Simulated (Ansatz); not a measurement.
**I (diamond type): a single-point run**

Wanted: a converged single-point run for I (diamond type), and a check of what comes out. The structure is shown as the input types it.

Method: DFT, LDA, PAW with Ansatz's default frozen-core files, scalar-relativistic, in Ansatz 0.2.0.

1 further run of the same task is left out (it didn't finish).

## (1) The structure to begin with

It takes space group R-3m (No. 166, trigonal). Conventional cell: a = 4.935 Å, b = 4.935 Å, c = 12.089 Å, α = 90.00°, β = 90.00°, γ = 120.00°. Around I (site symmetry 3m) lie 1 I at 1.75 Å.

Coordinates:

```
I
1.0
     0.00000    3.48977    3.48977
     3.48977    0.00000    3.48977
     3.48977    3.48977    0.00000
I
2
Direct
  0.71750 0.92750 0.92750
  0.28250 0.07250 0.07250
```

## (2) The calculation

Contents of input.yaml:

```yaml
crystal:
  lattice:
    - [0.0, 3.4897660234, 3.4897660234]
    - [3.4897660234, 0.0, 3.4897660234]
    - [3.4897660234, 3.4897660234, 0.0]
  atoms:
    - { symbol: I, position: [-0.2825, -0.0725, -0.0725] }
    - { symbol: I, position: [0.2825, 0.0725, 0.0725] }
kpoints:
  mp_grid: { grid: [8, 8, 8] }
scf:
  occupations: { method: fermi_dirac, width: 0.05 }
  max_iter: 50
hamiltonian:
  xc: lda
  pseudopotentials: { kind: paw }
output:
  forces: true
  stress: true
  eigenvalues: true
  efg: { contact_densities: true }
  populations: true
basis:
  ecutrho_ratio: 1
```

The run is started by

```bash
> ansatz run input.yaml --threads 1 --pin off --max-ram 2048MiB --backend cpu --events-out ev --progress --plain --runs-dir out
```

What happens when this is run?

The program finished normally, with warnings (cutoff below recommended, gradients without spin orbit). It gives a pressure of 87 GPa and a largest force of 75.7 eV/Å, which is large; a structure far from rest gives such values too, whatever the setting.

Look at the input: basis.ecutrho_ratio is 1. The grid or cutoff for the density and potential is too coarse for the wavefunction basis: a density holds Fourier components up to twice the waves' wavevector.

To check: delete basis.ecutrho_ratio (the default then holds).
